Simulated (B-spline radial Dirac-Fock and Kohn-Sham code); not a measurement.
# An X-ray data sheet for Gd⁵⁺, step by step

Aim: for the Gd⁵⁺ ion, compute how cheaper methods do for the levels.

Method: a free atom or ion on a radial basis; each step names its model; computed with B-spline radial Dirac-Fock and Kohn-Sham code, version 5.

## 1. The atom as given

Gadolinium as Gd⁵⁺ in the configuration [Kr] 4d10 4f6 5s2 5p5.

```
nuclear charge     : 64
electrons          : 59
mass number        : 158
nuclear rms radius : 5.1569 fm
```

Outer shells as boxes (Hund's rule, for the drawing alone; heavy ions are jj-coupled, and the calculation averages over the configuration):

```
[Kr] core
4d [↑↓][↑↓][↑↓][↑↓][↑↓]
4f [↑ ][↑ ][↑ ][↑ ][↑ ][↑ ][  ]
5s [↑↓]
5p [↑↓][↑↓][↑ ]
```

## 2. The levels by Dirac PBE

Model: Dirac-Kohn-Sham PBE, finite nucleus, spherical and without spin polarisation.

The item in task.json (cfg lists n, l and electrons):

```json
{
  "Z": 64,
  "q": 5,
  "cfg": [[1, 0, 2], [2, 0, 2], [2, 1, 6], [3, 0, 2], [3, 1, 6], [3, 2, 10], [4, 0, 2], [4, 1, 6], [4, 2, 10], [4, 3, 6], [5, 0, 2], [5, 1, 5]],
  "A": 158,
  "rrms": 5.1569,
  "tag": "ground",
  "do": ["pbe", "binding", "quiet"],
  "hv": [29.6, 32.6, 50.5, 57.6, 105.0, 116.0, 130.0, 172.0, 417.0, 435.0, 758.0, 794.0, 831.0, 1780.0, 5530.0, 8010.0, 11000.0, 11700.0, 17600.0, 27600.0, 34800.0, 49300.0, 53900.0, 54500.0],
  "s": [0, 0.05, 0.1, 0.15, 0.2, 0.25, 0.3, 0.35, 0.4, 0.45, 0.5, 0.6, 0.7, 0.8, 0.9, 1.0, 1.1, 1.2, 1.4, 1.6, 1.8, 2.0, 2.5, 3.0, 3.5, 4.0, 5.0, 6.0],
  "pz": [0, 0.1, 0.2, 0.3, 0.4, 0.5, 0.6, 0.8, 1.0, 1.2, 1.4, 1.6, 1.8, 2.0, 2.5, 3.0, 4.0, 5.0, 7.0, 10.0, 15.0, 20.0, 30.0, 40.0, 60.0, 100.0],
  "hv_scatter": [1000, 2000, 8047.8, 20000, 30000, 50000, 100000, 1000000],
  "holes": ["K", "L1", "L2", "L3", "M1", "M2", "M3", "M4", "M5", "N1", "N2", "N3", "N4", "N5", "N6", "N7"]
}
```

Run with:

```bash
python xray_run.py task.json out
```

Q: Predict the outcome of this session. Wanted: Dirac PBE, K: eigenvalue / ΔSCF.

As calculated:

| quantity | value |
| --- | --- |
| Dirac PBE, K: eigenvalue / ΔSCF | 50105.9 / 50567.6 eV |

**Reading.** Dirac PBE misses the K level by -0.4 % with its eigenvalue and by +0.5 % with ΔSCF. Breit and QED terms, which only the reference holds, shift this level by tenths of a per cent, so the eigenvalue's nearness can be cancellation. The Hartree-Fock and Dirac-Fock values hold no electron correlation.
